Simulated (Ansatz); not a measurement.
# TaC3: properties of a relaxed candidate

Aim: for this structure of TaC3, compute bands, density of states and charges.

Computed with Ansatz 0.2.0 (DFT PBE, scalar-relativistic, plane waves, PAW, unless a step's input says otherwise).

**1. Starting point**

The structure is hexagonal, space group P6/mmm (No. 191). The conventional cell has a = 3.878 Å, b = 3.878 Å, c = 4.200 Å, α = 90.00°, β = 90.00°, γ = 120.00°. Ta (site symmetry 6/mmm) has 8 C at 2.10 to 2.24 Å as nearest neighbours. C (site symmetry -6m2) has 3 Ta at 2.24 Å and 3 C at 2.24 Å as nearest neighbours. C (site symmetry 6/mmm) is surrounded by 2 Ta at 2.10 Å.

Coordinates:

```cif
data_structure
_symmetry_space_group_name_H-M 'P 1'
_symmetry_Int_Tables_number 1
_cell_length_a 3.8781
_cell_length_b 3.8781
_cell_length_c 4.2001
_cell_angle_alpha 90.000
_cell_angle_beta 90.000
_cell_angle_gamma 120.000
_cell_volume 54.71
loop_
_atom_site_label
_atom_site_type_symbol
_atom_site_fract_x
_atom_site_fract_y
_atom_site_fract_z
_atom_site_occupancy
Ta1 Ta 0.00000 0.00000 0.00000 1
C1 C 0.33333 0.66667 0.00000 1
C2 C 0.66667 0.33333 0.00000 1
C3 C 0.00000 0.00000 0.50000 1
```

It is the end of an earlier relaxation with the same method, from a generated guess; it needn't be the stable form of this composition. At a tolerance of 0.05 Å it has space group P6/mmm (No. 191); it has 13.68 Å³/atom, an uncorrected energy of +2.44 eV/atom over the elements.

**2. Electronic structure at the relaxed geometry**

The input, input.yaml:

```yaml
crystal:
  lattice:
    - [3.87813536, 0.0, 0.0]
    - [-1.93906768, 3.3585637411, 0.0]
    - [0.0, 0.0, 4.2001090641]
  atoms:
    - { symbol: Ta, position: [0.0, 0.0, 0.0] }
    - { symbol: C, position: [0.3333333333, 0.6666666667, 0.0] }
    - { symbol: C, position: [0.6666666667, 0.3333333333, 0.0] }
    - { symbol: C, position: [0.0, 0.0, 0.5] }
basis:
  ecutwfc: 420
kpoints:
  mp_grid: { grid: [12, 12, 12] }
  band_path:
    path:
      - [[0.0, 0.0, 0.0], [0.5, 0.0, 0.0], [0.33333333, 0.33333333, 0.0], [0.0, 0.0, 0.0], [0.0, 0.0, 0.5], [0.5, 0.0, 0.5], [0.33333333, 0.33333333, 0.5], [0.0, 0.0, 0.5]]
      - [[0.5, 0.0, 0.5], [0.5, 0.0, 0.0]]
      - [[0.33333333, 0.33333333, 0.5], [0.33333333, 0.33333333, 0.0]]
    npoints: 14
hamiltonian:
  xc: pbe
scf:
  occupations: { method: gaussian, width: 0.1 }
  n_extra_bands: 10
output:
  forces: true
  stress: true
  eigenvalues: true
  populations: true
  dos: { projected: true, de: 0.02, nscf_kmesh: { grid: [15, 15, 15] } }
  bader: true
  write_density: true
  write_potential: true
  elf: true
  volumetric_format: npy
```

Launch:

```bash
ansatz run input.yaml --threads 1 --pin off --max-ram 2560MiB --backend cpu --events-out ev --progress --plain --runs-dir out
```

Q: Predict the outcome of this session. Wanted: gap; states at the Fermi level; Bader charges.

**Answer**, as computed:

| quantity | value |
| --- | --- |
| gap | none (metal) |
| states at the Fermi level | 3.00 per eV per cell |
| Bader charges | Ta +1.95, C -0.71 to -0.62 e |

What this shows: There is no gap at this level. Of the projected weight within 0.25 eV of the Fermi level, the largest part is C 2p (76 %). Bader charges reach 1.9 e, so charge transfer in this metal is strong. Spin-orbit coupling is left out, which matters for the bands of Ta.
